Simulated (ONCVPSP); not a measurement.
**Promethium: generating and testing an ONCV potential**

Task: generate the file, and judge it by its errors in other configurations, its logarithmic derivatives, its ghosts and its cutoff.

Program: ONCVPSP 4.0.1. Reference atom: PBEsol, scalar-relativistic, spherical and spin-unpolarised. All values are calculated.

### Step 1. The design

Typed settings, in words:

| Property | Result |
| --- | --- |
| element | promethium (Pm, Z = 61) |
| type | optimised norm-conserving Vanderbilt (ONCV) |
| frozen core | [Kr] |
| valence charge | 25 |
| reference configuration | 4d10 4f5 5s2 5p6 6s1.5 (charge +0.5) |
| partial waves | 5s+6s: rc 2.60 bohr, ncon 5, nbas 9, qcut 4.5 1/bohr, 2 projectors; 5p: rc 2.60 bohr, ncon 4, nbas 8, qcut 4.1 1/bohr, 3 projectors, debl 2 Ha; 4d: rc 0.85 bohr, ncon 3, nbas 8, qcut 20.6 1/bohr, 1 projector; 4f: rc 0.80 bohr, ncon 4, nbas 7, qcut 15.7 1/bohr, 1 projector |
| local potential | polynomial inside 0.75 bohr (lpopt 1, dvloc0 6 Ha) |
| core correction | not asked for |

### Step 2. Generation

The input, Pm.dat:

```
# ATOM AND REFERENCE CONFIGURATION
# atsym  z   nc   nv     iexc    psfile
  Pm 61.00    8    5  -116133      upf
#
#   n    l    f
    1    0    2.00
    2    0    2.00
    2    1    6.00
    3    0    2.00
    3    1    6.00
    3    2   10.00
    4    0    2.00
    4    1    6.00
    4    2   10.00
    4    3    5.00
    5    0    2.00
    5    1    6.00
    6    0    1.50
#
# PSEUDOPOTENTIAL AND OPTIMIZATION
# lmax
    3
#
#   l,   rc,      ep,       ncon, nbas, qcut
    0    2.60    0.00    5    9    4.50
    1    2.60    0.00    4    8    4.10
    2    0.85    0.00    3    8   20.60
    3    0.80    0.00    4    7   15.70
#
# LOCAL POTENTIAL
# lloc, lpopt,  rc(5),   dvloc0
    4    1    0.75    6.00
#
# VANDERBILT-KLEINMAN-BYLANDER PROJECTORs
# l, nproj, debl
    0    2    0.70
    1    3    2.00
    2    1    0.40
    3    1    1.40
#
# MODEL CORE CHARGE
# icmod, fcfact, rcfact
    0    0.00    0.00
#
# LOG DERIVATIVE ANALYSIS
# epsh1, epsh2, depsh
   -6.00    5.00    0.04
#
# OUTPUT GRID
# rlmax, drl
    6.00    0.01
#
# TEST CONFIGURATIONS
# ncnf
    4
# nvcnf
#   n    l    f
    5
    4    2   10.00
    4    3    5.00
    5    0    2.00
    5    1    6.00
    6    0    2.00
#
    5
    4    2   10.00
    4    3    5.00
    5    0    2.00
    5    1    6.00
    6    0    1.00
#
    5
    4    2   10.00
    4    3    5.00
    5    0    2.00
    5    1    6.00
    6    0    0.00
#
    5
    4    2    9.00
    4    3    5.00
    5    0    2.00
    5    1    6.00
    6    0    2.00
#
```

On the command line:

```bash
$ oncvpsp.x < Pm.dat > Pm.out
```

Before running it: what results should come out? Wanted: cutoffs for 1 and 0.1 mHa per electron, occupied waves; bound ghosts; GHOST(+) flags; largest phase difference near zero energy, channels read.

**Answer**, as computed:

| quantity | value |
| --- | --- |
| cutoffs for 1 and 0.1 mHa per electron, occupied waves | 285 Ha and 339 Ha |
| bound ghosts | s at -236.73 eV |
| GHOST(+) flags | p at 43 eV |
| largest phase difference near zero energy, channels read | 0.001 rad |

**Reading.** A bound ghost (s) makes it unfit for use: electrons can fall into a state that the atom doesn't have. The potential is very hard: the looser tolerance needs 285 Ha. At the looser tolerance the 4f wave is the slowest; 4d needs 95 Ha. Near zero energy the phases of the channels with partial waves agree within 0.001 rad. The program also flags highly localised states, GHOST(+) (p). All of this concerns the isolated atom, not yet a solid.
